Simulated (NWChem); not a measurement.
# CH2F3Si (SMILES [CH2][Si](F)(F)F): UHF/6-31G(d) (spherical functions)

Aim: a structure relaxation of CH2F3Si. 

Program for the calculation: NWChem 7.3.0.

### Step 1. The system as given

The species is CH2F3Si (7 atoms), meant as a doublet with charge 0. SMILES: `[CH2][Si](F)(F)F`. The shape is that of a PBE0-D4/def2-TZVP optimisation. The run starts from this shape.

Bond lengths: C1–Si2 1.812 Å, Si2–F3 1.577 Å, Si2–F4 1.578 Å, Si2–F5 1.577 Å, C1–H6 1.084 Å, C1–H7 1.084 Å. Angles: C1–Si2–F3 111.1°, C1–Si2–F4 112.7°, C1–Si2–F5 111.2°, F3–Si2–F4 106.8°, F3–Si2–F5 108.2°, F4–Si2–F5 106.7°, Si2–C1–H6 122.2°, Si2–C1–H7 122.2°, H6–C1–H7 115.6°.

### Step 2. A geometry optimisation at UHF/6-31G(d) (spherical functions)

ch2f3si.nw reads:

```
echo
start ch2f3si
title "CH2F3Si"
memory 2200 mb

geometry units bohr
  C  -1.30731253  0.75910298  1.44280590
  Si  0.83695970 -0.49302955 -0.91368258
  F   0.01776343  0.33731611 -3.65510827
  F   0.93617032 -3.47331662 -0.90914724
  F   3.62241601  0.45599091 -0.44710920
  H  -3.27130489  1.16444924  1.02460950
  H  -0.71885182  1.12079656  3.37146038
end

basis spherical bse
  * library 6-31G*
end

scf
  nopen 1
  uhf
  thresh 1e-07
  maxiter 80
  print low
end

driver
  maxiter 60
end

freq
  temp 3 298.15 400 700
end

task scf optimize
task scf frequencies
```

Launch:

```sh
$ nwchem ch2f3si.nw > ch2f3si.out
```

What values should one expect? Wanted: total energy at the end; ⟨S²⟩; lowest harmonic wavenumber; highest harmonic wavenumber; zero-point energy.

Computed results:

At UHF/6-31G* (spherical functions):

| quantity | value |
| --- | --- |
| total energy at the end | -626.43837 Eh |
| ⟨S²⟩ | 0.759 |
| lowest harmonic wavenumber | 38 cm⁻¹ |
| highest harmonic wavenumber | 3414 cm⁻¹ |
| zero-point energy | 91.0 kJ/mol |

What this shows: At the final geometry: Bond lengths: C1–Si2 1.824 Å, Si2–F3 1.574 Å, Si2–F4 1.575 Å, Si2–F5 1.574 Å, C1–H6 1.076 Å, C1–H7 1.076 Å. Angles: C1–Si2–F3 111.0°, C1–Si2–F4 113.0°, C1–Si2–F5 111.1°, F3–Si2–F4 106.8°, F3–Si2–F5 108.0°, F4–Si2–F5 106.7°, Si2–C1–H6 122.2°, Si2–C1–H7 122.2°, H6–C1–H7 115.6°. All 15 modes are real, so the shape is a minimum at this level. The optimisation took 4 steps and changed the energy by -0.005 eV.
